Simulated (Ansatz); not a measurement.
# One shape, several levels: SiCl2OF (SMILES [O][Si](F)(Cl)Cl)

Wanted: a comparison of 4 runs (UB2PLYP/cc-pVDZ, UB3LYP/cc-pVDZ, USVWN5/cc-pVDZ, RPA@PBE/cc-pVDZ) of SiCl2OF. 

Program for the calculation: Ansatz 0.2.0.

73 further runs of the same task are left out: 9 that didn't finish, 64 set aside as unsound or not needed.

## 1. The molecule

The species is SiCl2OF (5 atoms), meant as a doublet with charge 0. SMILES: `[O][Si](F)(Cl)Cl`. The Si2–Cl4 distance was set to 4.426 Å, away from the relaxed value. At this shape a bond of the SMILES string is far longer than usual.

Bond lengths: O1–Si2 1.643 Å, Si2–F3 1.574 Å, Si2–Cl5 2.011 Å. Angles: O1–Si2–F3 113.3°, O1–Si2–Cl5 107.2°, F3–Si2–Cl5 107.9°.

## 2. A single-point energy at UB2PLYP/cc-pVDZ (run 1)

molecule.yaml

```yaml
crystal:
  periodic: [false, false, false]
  atoms:
    - {symbol: O, position_ang: [2.513923, -0.186698, 2.151484]}
    - {symbol: Si, position_ang: [1.310723, 0.896902, 1.872384]}
    - {symbol: F, position_ang: [0.364223, 1.109702, 3.111584]}
    - {symbol: Cl, position_ang: [-1.088600, -0.815800, -1.428500]}
    - {symbol: Cl, position_ang: [2.184423, 2.659202, 1.453484]}
basis:
  gaussian: {orbitals: cc-pVDZ}
magnetization: {spin_polarized: true, initial_magnetization: 1}
hamiltonian: {xc: {name: B2PLYP}}
correlation: {frozen_orbitals: {Cl: 5, F: 1, O: 1, Si: 5}}
accuracy: high
output: {orbitals: {seedname: orbitals}}
```

The run is started by

```
$ ansatz run molecule.yaml --threads 1 --pin off --max-ram 3480MiB --events-out events.jsonl --progress --plain --runs-dir runs
```

The log of the run:

```text
Warning: RAYON_NUM_THREADS=1 ignored (pool sized by the plan → 1); use --threads N
Functional definition: B2PLYP
  name "B2PLYP"
  parameter a = 0.53
  parameter c = 0.27
  exchange = (1 - a)*b88_x + a*exact_x
  correlation = (1 - c)*lyp_c + c*(mp2_os + mp2_ss)
1680 factors; integrals over basis functions are off by at most 3.3e-9 eV
mean field evaluation 1: about -37657.1530 eV, gradient 4.2e1 eV
mean field evaluation 2: about -37657.1809 eV, gradient 4.2e1 eV
mean field evaluation 4: about -37663.2559 eV, gradient 2.0e1 eV
mean field evaluation 8: about -37665.1139 eV, gradient 5.8e-1 eV
mean field evaluation 16: about -37665.2577 eV, gradient 2.5e0 eV
mean field evaluation 32: about -37665.3544 eV, gradient 4.8e-5 eV
mean field evaluation 64: about -37665.3525 eV, gradient 1.6e-2 eV
mean field evaluation 96: about -37663.0095 eV, gradient 4.4e0 eV
mean field evaluation 128: about -37665.3536 eV, gradient 1.8e-2 eV
mean field evaluation 160: about -37665.3538 eV, gradient 7.9e-2 eV
mean field evaluation 192: about -37653.7794 eV, gradient 2.0e1 eV
mean field evaluation 224: about -37665.3533 eV, gradient 1.5e-2 eV
mean field -37665.35449813 eV, -1384.1762473119 hartree, gradient 2.8e-8 eV, S^2 1.298923; 12 other end points of the search recorded, 0 dependent functions left out
17 core orbitals not correlated: weight in the atoms' cores, before any rotation towards them, 1.000 or more for the frozen orbitals, at most 0.000 for the correlated occupied ones
reference -37665.35452572 eV, -1384.1762483260 hartree; 16, 15 occupied and 49, 50 virtual orbitals, 1680 factors
second order -22.43467801 eV of doubles, -0.00000000 eV of singles
Total energy: -37671.41188878 eV, -1384.3988523127 hartree
```

It took 2.7 min on 1 thread of Arm Neoverse V2, shared host; peak memory 0.56 GiB.

## 3. The energy at UB3LYP/cc-pVDZ (run 2)

in.yaml

```yaml
crystal:
  periodic: [false, false, false]
  atoms:
    - symbol: O
      position_ang: [2.513923, -0.186698, 2.151484]
    - symbol: Si
      position_ang: [1.310723, 0.896902, 1.872384]
    - symbol: F
      position_ang: [0.364223, 1.109702, 3.111584]
    - symbol: Cl
      position_ang: [-1.088600, -0.815800, -1.428500]
    - symbol: Cl
      position_ang: [2.184423, 2.659202, 1.453484]
basis:
  gaussian: {orbitals: cc-pVDZ}
total_charge: 0
magnetization: {spin_polarized: true, initial_magnetization: 1}
hamiltonian: {xc: {name: B3LYP}}
accuracy: high
output: {orbitals: {seedname: orbitals}}
```

The run is started by

```
$ ansatz run in.yaml --threads 1 --pin off --max-ram 3480MiB --events-out events.jsonl --progress --plain --runs-dir runs
```

The log of the run (excerpt; [...] marks lines left out):

```text
Warning: RAYON_NUM_THREADS=1 ignored (pool sized by the plan → 1); use --threads N
Functional definition: B3LYP
  name "B3LYP"
[...]
1680 factors; integrals over basis functions are off by at most 3.3e-9 eV
[...]
mean field -37687.61104350 eV, -1384.9941602682 hartree, gradient 6.9e-8 eV, S^2 0.832927; 8 other end points of the search recorded, 0 dependent functions left out
reference -37687.61108660 eV, -1384.9941618521 hartree; 33, 32 occupied and 49, 50 virtual orbitals, 1680 factors
Total energy: -37687.61108660 eV, -1384.9941618521 hartree
```

It took 84 s on 1 thread of Arm Neoverse V2, shared host; peak memory 0.47 GiB.

Run 3 isn't shown in full; the table further down has it.

## 4. A single-point energy at RPA@PBE/cc-pVDZ (run 4)

input.yaml

```yaml
crystal:
  periodic: [false, false, false]
  atoms:
    - {symbol: O, position_ang: [2.513923, -0.186698, 2.151484]}
    - {symbol: Si, position_ang: [1.310723, 0.896902, 1.872384]}
    - {symbol: F, position_ang: [0.364223, 1.109702, 3.111584]}
    - {symbol: Cl, position_ang: [-1.088600, -0.815800, -1.428500]}
    - {symbol: Cl, position_ang: [2.184423, 2.659202, 1.453484]}
basis:
  gaussian:
    orbitals: cc-pVDZ
magnetization:
  spin_polarized: true
  initial_magnetization: 1
hamiltonian:
  xc: {name: PBE}
correlation:
  method: rpa
  frozen_orbitals: {Cl: 5, F: 1, O: 1, Si: 5}
accuracy: high
```

The run is started by

```
$ ansatz run input.yaml --threads 1 --pin off --max-ram 3480MiB --events-out events.jsonl --progress --plain --runs-dir runs
```

The log of the run (excerpt; [...] marks lines left out):

```text
Warning: RAYON_NUM_THREADS=1 ignored (pool sized by the plan → 1); use --threads N
Functional definition: PBE
  name "PBE"
[...]
1680 factors; integrals over basis functions are off by at most 3.3e-9 eV
[...]
mean field -37667.74095061 eV, -1384.2639478230 hartree, gradient 1.8e-8 eV, S^2 0.755333; 10 other end points of the search recorded, 0 dependent functions left out
17 core orbitals not correlated: weight in the atoms' cores, before any rotation towards them, 1.000 or more for the frozen orbitals, at most 0.000 for the correlated occupied ones
reference -37609.78513303 eV, -1382.1341108111 hartree; 16, 15 occupied and 49, 50 virtual orbitals, 1680 factors
Total energy: -37641.57320392 eV, -1383.3023008695 hartree
```

Wall time 81 s (1 thread of Arm Neoverse V2, shared host); peak memory 0.38 GiB.

## 5. The series

```csv
run,level,frozen core orbitals,energy (Eh),HOMO energy (eV),⟨S²⟩,wall time
1,UB2PLYP/cc-pVDZ,17,-1384.398852,-9.19,1.299,2.7 min
2,UB3LYP/cc-pVDZ,–,-1384.994162,-7.97,0.833,84 s
3,USVWN5/cc-pVDZ,–,-1379.665462,-7.31,0.754,31 s
4,RPA@PBE/cc-pVDZ,17,-1383.302301,–,0.755,81 s
```

## 6. Outcome

| quantity | value |
| --- | --- |
| run 4: total energy | -1383.30230 Eh |
| run 4: RPA correlation energy (valence) | -1168.2 mEh |
| run 4: ⟨S²⟩ of the reference determinant | 0.755 |

Totals of different functionals can't be ranked against each other. Spin contamination of the reference: run 1 ⟨S²⟩ = 1.30. All runs together took 5.9 min, the longest 2.7 min.
